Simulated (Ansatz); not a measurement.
**UB2PLYP/def2-SVP run of SiCl3O (SMILES [O][Si](Cl)(Cl)Cl)**

What is the energy change on altering one bond length of SiCl3O at UB2PLYP/def2-SVP? 

The results are computed with Ansatz 0.2.0.

61 further runs of the same task are left out: 10 that didn't finish, 51 set aside as unsound or not needed. Runs told in other sessions of the task aren't counted.

## 1. The structure to begin with

SiCl3O has 5 atoms, charge 0, and is taken as a doublet. As SMILES, `[O][Si](Cl)(Cl)Cl`. The shape is that of a PBE0-D4/def2-TZVP optimisation.

Bond lengths: O1–Si2 1.645 Å, Si2–Cl3 2.018 Å, Si2–Cl4 2.020 Å, Si2–Cl5 2.018 Å. Angles: O1–Si2–Cl3 111.8°, O1–Si2–Cl4 100.7°, O1–Si2–Cl5 111.8°, Cl3–Si2–Cl4 111.9°, Cl3–Si2–Cl5 108.6°, Cl4–Si2–Cl5 111.9°.

## 2. A single-point energy at UB2PLYP/def2-SVP

File job.yaml:

```yaml
crystal:
  periodic: [false, false, false]
  atoms:
    - symbol: O
      position_ang: [0.815000, -1.070800, 1.039300]
    - symbol: Si
      position_ang: [0.038600, -0.018800, 0.041000]
    - symbol: Cl
      position_ang: [-1.536500, 0.855600, 0.950500]
    - symbol: Cl
      position_ang: [-0.542800, -1.265500, -1.438700]
    - symbol: Cl
      position_ang: [1.275600, 1.425900, -0.633600]
basis:
  gaussian: {orbitals: def2-SVP}
magnetization: {spin_polarized: true, initial_magnetization: 1}
hamiltonian: {xc: {name: B2PLYP}}
correlation: {frozen_orbitals: {Cl: 5, O: 1, Si: 5}}
accuracy: high
output: {orbitals: {seedname: orbitals}}
```

The run is started by

```console
$ ansatz run job.yaml --threads 1 --pin off --max-ram 3480MiB --events-out events.jsonl --progress --plain --runs-dir runs
```

Output:

```text
Warning: RAYON_NUM_THREADS=1 ignored (pool sized by the plan → 1); use --threads N
Functional definition: B2PLYP
  name "B2PLYP"
  parameter a = 0.53
  parameter c = 0.27
  exchange = (1 - a)*b88_x + a*exact_x
  correlation = (1 - c)*lyp_c + c*(mp2_os + mp2_ss)
1630 factors; integrals over basis functions are off by at most 3.6e-9 eV
mean field evaluation 1: about -47444.5103 eV, gradient 4.3e1 eV
mean field evaluation 2: about -47444.7686 eV, gradient 4.3e1 eV
mean field evaluation 4: about -47454.4017 eV, gradient 2.2e1 eV
mean field evaluation 8: about -47456.7217 eV, gradient 4.9e-1 eV
mean field evaluation 16: about -47456.7349 eV, gradient 5.7e-3 eV
mean field evaluation 32: about -47456.7349 eV, gradient 4.1e-6 eV
mean field evaluation 64: about -47456.1205 eV, gradient 5.4e0 eV
mean field -47456.73494030 eV, -1744.0028417258 hartree, gradient 5.8e-8 eV, S^2 0.753887; 4 other end points of the search recorded, 0 dependent functions left out
21 core orbitals not correlated: weight in the atoms' cores, before any rotation towards them, 1.000 or more for the frozen orbitals, at most 0.000 for the correlated occupied ones
reference -47456.73496078 eV, -1744.0028424786 hartree; 16, 15 occupied and 49, 50 virtual orbitals, 1630 factors
second order -20.59726931 eV of doubles, -0.00000000 eV of singles
Total energy: -47462.29622350 eV, -1744.2072151137 hartree
```

Wall time 50 s (1 thread of Arm Neoverse V2, shared host); peak memory 0.5 GiB.

## 3. The distorted shape, same level

File molecule.yaml:

```yaml
crystal:
  periodic: [false, false, false]
  atoms:
    - {symbol: O, position_ang: [-0.174576, -2.226532, 1.578967]}
    - {symbol: Si, position_ang: [-0.950976, -1.174532, 0.580667]}
    - {symbol: Cl, position_ang: [-2.526076, -0.300132, 1.490167]}
    - {symbol: Cl, position_ang: [-1.532376, -2.421232, -0.899033]}
    - {symbol: Cl, position_ang: [1.275600, 1.425900, -0.633600]}
basis:
  gaussian:
    orbitals: def2-SVP
magnetization:
  spin_polarized: true
  initial_magnetization: 1
hamiltonian:
  xc: {name: B2PLYP}
correlation:
  frozen_orbitals: {Cl: 5, O: 1, Si: 5}
accuracy: high
output: {orbitals: {seedname: orbitals}}
```

The run is started by

```console
$ ansatz run molecule.yaml --threads 1 --pin off --max-ram 3480MiB --events-out events.jsonl --progress --plain --runs-dir runs
```

Output, shortened:

```text
Warning: RAYON_NUM_THREADS=1 ignored (pool sized by the plan → 1); use --threads N
Functional definition: B2PLYP
  name "B2PLYP"
[...]
1553 factors; integrals over basis functions are off by at most 4.5e-9 eV
[...]
mean field -47453.04135071 eV, -1743.8671048120 hartree, gradient 2.3e-8 eV, S^2 1.341564; 10 other end points of the search recorded, 0 dependent functions left out
21 core orbitals not correlated: weight in the atoms' cores, before any rotation towards them, 1.000 or more for the frozen orbitals, at most 0.000 for the correlated occupied ones
reference -47453.04137353 eV, -1743.8671056505 hartree; 16, 15 occupied and 49, 50 virtual orbitals, 1553 factors
second order -20.39880173 eV of doubles, -0.00000000 eV of singles
Total energy: -47458.54905000 eV, -1744.0695090275 hartree
```

It took 3.1 min on 1 thread of Arm Neoverse V2, shared host; peak memory 0.53 GiB.

## 4. Results

Level: UB2PLYP/def2-SVP, 21 core orbitals frozen.

| quantity | value |
| --- | --- |
| first shape: total energy | -1744.20722 Eh |
| first shape: HOMO energy (SCF part's orbitals) (highest over α and β) | -10.74 eV |
| first shape: LUMO energy (SCF part's orbitals) (lowest over α and β) | -3.16 eV |
| first shape: ⟨S²⟩ | 0.754 |
| distorted shape: total energy | -1744.06951 Eh |
| distorted shape: HOMO energy (SCF part's orbitals) (highest over α and β) | -9.06 eV |
| distorted shape: LUMO energy (SCF part's orbitals) (lowest over α and β) | -4.44 eV |
| distorted shape: ⟨S²⟩ | 1.342 |
| energy change with the Si2–Cl5 bond stretched from 2.018 to 3.632 Å | 3.747 eV |

**Reading.** With the Si2–Cl5 bond stretched from 2.018 to 3.632 Å the energy rises by 3.75 eV (362 kJ/mol). The first shape isn't relaxed at this level, so the change isn't measured from a minimum. ⟨S²⟩ (distorted shape) is 1.34 where a pure doublet has 0.75: the reference is spin-contaminated.
